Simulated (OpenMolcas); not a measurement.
# W⁴⁺ among point charges: CASSCF and CASPT2 levels and susceptibility

Aim: the splitting of the states of W⁴⁺ in the field of 5 point charges, its lowest levels with spin-orbit coupling and its magnetic susceptibility.

The numbers are computed with OpenMolcas 26.06 (state-averaged CASSCF and CASPT2, spin-orbit coupling by RASSI with atomic mean-field integrals), except any that are marked as measured or tabulated.

## Step 1: Starting point

* Species: W⁴⁺ (tungsten, Z = 74, 70 electrons)
* Basis: ANO-RCC-VDZP [7s6p4d2f1g], 68 functions
* Scalar Hamiltonian: DKH2, point nucleus
* Inactive shells: 1s 2s 2p 3s 3p 3d 4s 4p 4d 4f 5s 5p
* Active space: 2 electrons in 5 orbitals (5d)
* Some configurations of this space: 5d2
* Orbitals: optimised for each spin and parity, averaged over all roots

Outer shells as boxes (Hund's rule):

5d2
```
5d [↑ ][↑ ][  ][  ][  ]
```

The ion sits among 5 point charges of -1 e arranged as a square pyramid (C4v), 2.13 Å from the ion, with the axial distance 2.386 Å.

Each step is its own input file, run in one work folder so that later steps find the files of earlier ones. Labels, J, g values, rates, χT and fits are worked out afterwards by a script from the matrices that RASSI stores.

## Step 2: GATEWAY and SEWARD: basis and integrals

Input file a.inp:

```
&GATEWAY
Coord
1

W 0.0 0.0 0.0
Basis=ANO-RCC-VDZP
Group=NoSym
NoMove
AngMom=0.0 0.0 0.0
AMFI
XField
5 Angstrom 0
2.130000 0.000000 0.000000 -1.000000
0.000000 2.130000 0.000000 -1.000000
-2.130000 0.000000 0.000000 -1.000000
0.000000 -2.130000 0.000000 -1.000000
0.000000 0.000000 2.385600 -1.000000
&SEWARD
```

Started as:

```console
$ OMP_NUM_THREADS=1 MOLCAS_MEM=1689 MOLCAS_PROJECT=a pymolcas a.inp > a.log
```

## Step 3: CASSCF: triplets, 10 roots

Input file a.inp:

```
&RASSCF
FileOrb=start.orb
Symmetry=1
Spin=3
nActEl=2 0 0
Inactive=34
Ras2=5
CIRoot=10 10 1
SDav=10
CIMx=300
Iter=120 100
PrWF=0.3
OrbListing=Nothing
MaxOrb=0
>>> COPY $Project.JobIph JOB001
```

start.orb holds the contracted functions of the basis, ordered by shell, or the orbitals of the step before.

## Step 4: Reference wave functions, singlets, 15 roots

Input file a.inp:

```
&RASSCF
FileOrb=start.orb
Symmetry=1
Spin=1
nActEl=2 0 0
Inactive=34
Ras2=5
CIRoot=15 15 1
SDav=15
CIMx=300
Iter=120 100
PrWF=0.3
OrbListing=Nothing
MaxOrb=0
>>> COPY $Project.JobIph JOB002
```

## Step 5: State interaction with spin-orbit coupling

Input file a.inp:

```
&RASSI
NrOfJobIphs=2 10 15
1 2 3 4 5 6 7 8 9 10
1 2 3 4 5 6 7 8 9 10 11 12 13 14 15
IphNames
JOB001
JOB002
EJob
SpinOrbit
DIPRint=1.0
SOCoupling=1000.0
Subsets=2
Property=9
'ANGMOM' 1 'ANGMOM' 2 'ANGMOM' 3 'MLTPL  1' 1 'MLTPL  1' 2 'MLTPL  1' 3
'AMFI' 1 'AMFI' 2 'AMFI' 3
SOProperty=3
'ANGMOM' 1 'ANGMOM' 2 'ANGMOM' 3
```

## Step 6: CASPT2: IPEA 0.25, imaginary shift 0.1 (closed shells correlated: 4f 5s 5p)

Input file a.inp:

```
>>> COPY JOB001 $Project.JobIph
&CASPT2
Multistate=10 1 2 3 4 5 6 7 8 9 10
NoMult
Frozen=23
IPEA=0.25
Imaginary=0.1
MaxIter=60
WThr=0.0 0.3 0.05
PrWF=0.5
NoMix
>>> COPY JOB002 $Project.JobIph
&CASPT2
Multistate=15 1 2 3 4 5 6 7 8 9 10 11 12 13 14 15
NoMult
Frozen=23
IPEA=0.25
Imaginary=0.1
MaxIter=60
WThr=0.0 0.3 0.05
PrWF=0.5
NoMix
```

(Steps that only read results are left out.)

**Question.** What will these runs give? Wanted: spin-free ground state; first state of the same spin within the active space; lowest level; next level.

As calculated:

```
                                            quantity                                                                           value
                                              method  SS-CASPT2, IPEA 0.25, imaginary shift 0.1 (closed shells correlated: 4f 5s 5p)
                              spin-free ground state                                             triplet, 1-fold in its orbital part
first state of the same spin within the active space                                                            triplet at 1190 cm⁻¹
                                        lowest level                                                                          1-fold
                                          next level                                                                     1505.8 cm⁻¹
                                         χT at 300 K                                                                  0.07 cm³ K/mol
                           effective moment at 300 K                                                                         0.72 μB
```

Cost by method:

| method | time of its own steps | time with the reference |
| --- | --- | --- |
| A. CASSCF | 8 s | 8 s |
| B. SS-CASPT2, IPEA 0.25, imaginary shift 0.1, +4f 5s 5p | 9.3 s | 17 s |

Times are of one thread on a shared host.

What this shows: The spin-free ground state (triplet) comes to 93 % from free-ion F terms and keeps the highest spin of the shell. χT at 300 K is 0.07, against 1.00 cm³ K/mol for the spin alone, so spin-orbit coupling lowers it. The field of point charges can differ much from that of real complexes. Point charges carry no covalency, so the field is a model and not that of real ligands.
